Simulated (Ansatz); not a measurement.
## WAu: band structure with PBE

Crystal: WAu.

```
CELL_PARAMETERS angstrom
0.00000 2.90921 2.90921
2.90921 0.00000 2.90921
2.90921 2.90921 0.00000
ATOMIC_POSITIONS crystal
W 0.00000 0.00000 0.00000
Au 0.75000 0.75000 0.75000
```

The cell was built by a generator and needn't be a form met in nature.

```
Program                             : Ansatz 0.2.0
Task                                : band structure
Functional                          : PBE
Potentials or basis                 : Ansatz PAW
Cutoff                              : 420 eV (not typed: the program's choice for these potentials)
k mesh                              : 8 × 8 × 8
Occupations                         : fermi-dirac, width 0.05 eV
Spin                                : no spin polarisation
Path                                : [["G", "X", "W", "K", "G", "L", "U", "W", "L", "K"], ["U", "X"]]
Points for each segment of the path : 14
```

- Pressure: 0.0 GPa
- Band gap on the k mesh: none (metal or under the smearing width)

Levels at the corners of the path, in eV from the Fermi level:
```
point  band 12  band 13  band 14  band 15  band 16  band 17  band 18  band 19  band 20  band 21
    Γ    -5.62    -5.62    -5.62    -0.74    -0.74    -0.74     1.53     1.53     8.37    11.04
    X    -5.66    -5.01    -3.99    -2.75     0.37     1.25     1.46     1.46     2.71     3.38
    W    -5.23    -5.21    -4.05    -1.45    -1.09     0.98     1.56     1.89     2.31     2.55
    K    -5.54    -5.08    -4.12    -1.96    -0.14     0.46     1.25     1.58     2.34     3.20
    Γ    -5.62    -5.62    -5.62    -0.74    -0.74    -0.74     1.53     1.53     8.37    11.04
    L    -5.52    -5.52    -4.96    -1.83    -0.26    -0.26     1.36     1.36     1.99     7.75
    U    -5.54    -5.08    -4.12    -1.96    -0.14     0.46     1.25     1.58     2.34     3.20
    W    -5.23    -5.21    -4.05    -1.45    -1.09     0.98     1.56     1.89     2.31     2.55
    L    -5.52    -5.52    -4.96    -1.83    -0.26    -0.26     1.36     1.36     1.99     7.75
    K    -5.54    -5.08    -4.12    -1.96    -0.14     0.46     1.25     1.58     2.34     3.20
    U    -5.54    -5.08    -4.12    -1.96    -0.14     0.46     1.25     1.58     2.34     3.20
    X    -5.66    -5.01    -3.99    -2.75     0.37     1.25     1.46     1.46     2.71     3.38
```

It took 8 s on 2 threads of Arm Neoverse V1, with other jobs on the host, peak memory 0.35 GiB.

Caveat: spin-orbit coupling is left out, which moves the levels of the heavy elements.
